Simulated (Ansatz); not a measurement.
**CH₆O₂SSi: one species, many methods**

How much do the methods differ for CH₆O₂SSi? The plan is to run it at one geometry with functionals of several rungs and with coupled cluster. The yardstick is the atomisation energy at the CCSD(T) limit.

Program: Ansatz 0.2.0, Gaussian basis. Level of theory: functionals in def2-TZVPP, the program's frozen cores in correlated methods. These are calculated values, not measurements.

Plan: PBE-D4, r2SCAN-D4, PBE0-D4, B3LYP-D4, ωB97X-V, ωB97M-V, B2PLYP; CCSD(T)/def2-TZVPP; MP2/def2-QZVPP; extrapolation to the limit.

## 1. The relaxed structure

All runs share one geometry, relaxed beforehand with PBE0-D4 in a triple-zeta def2 set.

SMILES `OC(S)O[SiH3]`, 11 atoms, charge 0, spin multiplicity 1.

Atoms are counted from 1 here; the program's logs count them from 0.

Bond lengths: O1–C2 1.382 Å, O1–H6 0.964 Å, C2–S3 1.818 Å, C2–O4 1.393 Å, C2–H7 1.101 Å, S3–H8 1.344 Å, O4–Si5 1.661 Å, Si5–H9 1.482 Å, Si5–H10 1.486 Å, Si5–H11 1.482 Å. Angles: C2–O1–H6 106.8°, O1–C2–S3 109.1°, O1–C2–O4 108.6°, O1–C2–H7 111.8°, S3–C2–O4 114.1°, S3–C2–H7 104.1°, O4–C2–H7 109.2°, C2–S3–H8 94.5°, C2–O4–Si5 124.3°, O4–Si5–H9 104.0°, O4–Si5–H10 110.6°, O4–Si5–H11 112.1°, H9–Si5–H10 110.3°, H9–Si5–H11 109.8°, H10–Si5–H11 109.9°.

## 2. PBE-D4 (GGA)

Input file in.yaml:

```yaml
crystal:
  periodic: [false, false, false]
  atoms:
    - {symbol: O, position_ang: [-1.478364, -1.583532, 0.506137]}
    - {symbol: C, position_ang: [-0.798240, -0.382464, 0.583396]}
    - {symbol: S, position_ang: [0.471996, -0.501856, 1.878023]}
    - {symbol: O, position_ang: [-0.297562, -0.072595, -0.678513]}
    - {symbol: Si, position_ang: [0.886941, 1.056034, -0.964955]}
    - {symbol: H, position_ang: [-1.963405, -1.576948, -0.327215]}
    - {symbol: H, position_ang: [-1.451345, 0.435350, 0.923719]}
    - {symbol: H, position_ang: [1.052672, -1.595275, 1.355191]}
    - {symbol: H, position_ang: [0.746591, 1.364342, -2.407654]}
    - {symbol: H, position_ang: [0.652896, 2.276961, -0.151424]}
    - {symbol: H, position_ang: [2.243322, 0.522985, -0.696103]}
basis:
  gaussian: {orbitals: def2-TZVPP}
hamiltonian: {xc: pbe, dispersion: d4}
output: {forces: true, orbitals: {seedname: orbitals}}
```

Launch:

```
$ ansatz run in.yaml --threads 4 --pin off --events-out ev --progress --plain --max-ram 10444MiB
```

The runs that follow: r2SCAN-D4 (meta-GGA); PBE0-D4 (hybrid); B3LYP-D4 (hybrid); ωB97X-V (range-separated); ωB97M-V (range-separated); B2PLYP (double hybrid); CCSD(T) in def2-TZVPP; MP2 in def2-QZVPP.

**Question.** What will the summary of the whole plan be? Wanted: atomisation energy, CCSD(T)/CBS; farthest; mean size of error, hybrid; mean size of error, range-separated; gap, smallest and largest; T1 diagnostic; triples share of the correlation energy.

**Answer**, as computed:

| quantity | value |
| --- | --- |
| atomisation energy, CCSD(T)/CBS | 3810.4 kJ/mol |
| functionals within 19.1 kJ/mol (0.5 %) | r2SCAN-D4, ωB97X-V, ωB97M-V |
| farthest | B2PLYP (-68.4 kJ/mol) |
| mean size of error, hybrid | 30.4 kJ/mol |
| mean size of error, range-separated | 9.6 kJ/mol |
| gap, smallest and largest | 5.34 eV (PBE-D4), 11.99 eV (ωB97X-V) |
| T1 diagnostic | 0.0121 |
| triples share of the correlation energy | 3.8 % |

What this shows: PBE-D4 misses by +50.0 kJ/mol. Double hybrids carry the basis error of their MP2 part in triple zeta, and no dispersion term here, so their miss is partly the set-up's. The reference freezes the cores and leaves out relativity and excitations past (T), so misses under about 19.1 kJ/mol can't be ranked. Hartree-Fock recovers 69 % of the binding; the rest is correlation. Orbital gaps span 5.3 to 12.0 eV; exact exchange widens them.
